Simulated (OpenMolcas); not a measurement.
# Cu²⁺ among point charges: CASSCF and CASPT2 levels and susceptibility

Aim: the splitting of the states of Cu²⁺ in the field of 6 point charges, its lowest levels with spin-orbit coupling and its magnetic susceptibility.

Program: OpenMolcas 26.06. Level of theory: state-averaged CASSCF and CASPT2, spin-orbit coupling by RASSI with atomic mean-field integrals. These are calculated values, not measurements, unless marked.

### Step 1. What is computed

```
Species                           : Cu²⁺ (copper, Z = 29, 27 electrons)
Basis                             : ANO-RCC-VDZP [5s4p2d1f], 34 functions
Scalar Hamiltonian                : DKH2, point nucleus
Inactive shells                   : 1s 2s 2p 3s 3p
Active space                      : 9 electrons in 5 orbitals (3d)
Some configurations of this space : 3d⁹
Orbitals                          : optimised for each spin and parity, averaged over all roots
```

The outer shells:

3d9
```
3d [↑↓][↑↓][↑↓][↑↓][↑ ]
```

The ion sits among 6 point charges of -0.5 e arranged as a tetragonal octahedron (D4h), 2.11 Å from the ion, with the axial distance 2.321 Å.

Each step is its own input file, run in one work folder so that later steps find the files of earlier ones. Labels, J, g values, rates, χT and fits are worked out afterwards by a script from the matrices that RASSI stores. The input lists half of the charges; inversion (Group=XYZ) makes the rest.

### Step 2. Basis and integrals

The input, a.inp:

```
&GATEWAY
Coord
1

Cu 0.0 0.0 0.0
Basis=ANO-RCC-VDZP
Group=XYZ
NoMove
AngMom=0.0 0.0 0.0
AMFI
XField
3 Angstrom 0
2.110000 0.000000 0.000000 -0.500000
0.000000 2.110000 0.000000 -0.500000
0.000000 0.000000 2.321000 -0.500000
&SEWARD
```

### Step 3. Reference wave functions, doublets of even parity, 5 roots

The input, a.inp:

```
&RASSCF
FileOrb=start.orb
Symmetry=1
Spin=2
nActEl=9 0 0
Inactive=3 6
Ras2=5 0
CIRoot=5 5 1
SDav=5
CIMx=300
Iter=120 100
PrWF=0.3
OrbListing=Nothing
MaxOrb=0
>>> COPY $Project.JobIph JOB001
```

start.orb holds the contracted functions of the basis, ordered by shell, or the orbitals of the step before.

### Step 4. RASSI: spin-orbit coupling between the states

The input, a.inp:

```
&RASSI
NrOfJobIphs=1 5
1 2 3 4 5
IphNames
JOB001
EJob
SpinOrbit
DIPRint=1.0
SOCoupling=1000.0
Subsets=2
Property=9
'ANGMOM' 1 'ANGMOM' 2 'ANGMOM' 3 'MLTPL  1' 1 'MLTPL  1' 2 'MLTPL  1' 3
'AMFI' 1 'AMFI' 2 'AMFI' 3
SOProperty=3
'ANGMOM' 1 'ANGMOM' 2 'ANGMOM' 3
```

### Step 5. CASPT2: IPEA 0.25, imaginary shift 0.1 (closed shells correlated: 3s 3p)

The input, a.inp:

```
>>> COPY JOB001 $Project.JobIph
&CASPT2
Multistate=5 1 2 3 4 5
NoMult
Frozen=2 3
IPEA=0.25
Imaginary=0.1
MaxIter=60
WThr=0.0 0.3 0.05
PrWF=0.5
NoMix
```

(Steps that only read results are left out.)

Before running it: what results should come out? Wanted: spin-free ground state; first state of the same spin within the active space; lowest level; next level.

**Answer**, as computed:

| quantity | value |
| --- | --- |
| method | SS-CASPT2, IPEA 0.25, imaginary shift 0.1 (closed shells correlated: 3s 3p) |
| spin-free ground state | 2B1, 1-fold in its orbital part |
| first state of the same spin within the active space | 2A1 at 734 cm⁻¹ |
| lowest level | 2-fold E3/2, g = 1.81, 1.81, 4.95 |
| next level | 626.8 cm⁻¹ |
| χT at 300 K | 1.27 cm³ K/mol |
| effective moment at 300 K | 3.19 μB |

Cost by method:

```tsv
method	time of its own steps	time with the reference
A. CASSCF	2.2 s	2.2 s
B. SS-CASPT2, IPEA 0.25, imaginary shift 0.1, +3s 3p	0.32 s	2.5 s
```

Times are of one thread on a shared host.

In words: The spin-free ground state (2B1) comes to 100 % from free-ion D terms and keeps the highest spin of the shell. χT at 300 K is 1.27, against 0.38 cm³ K/mol for the spin alone, so orbital moment adds to it. The field of point charges can differ much from that of real complexes. This is an electrostatic model: the charges have no orbitals.
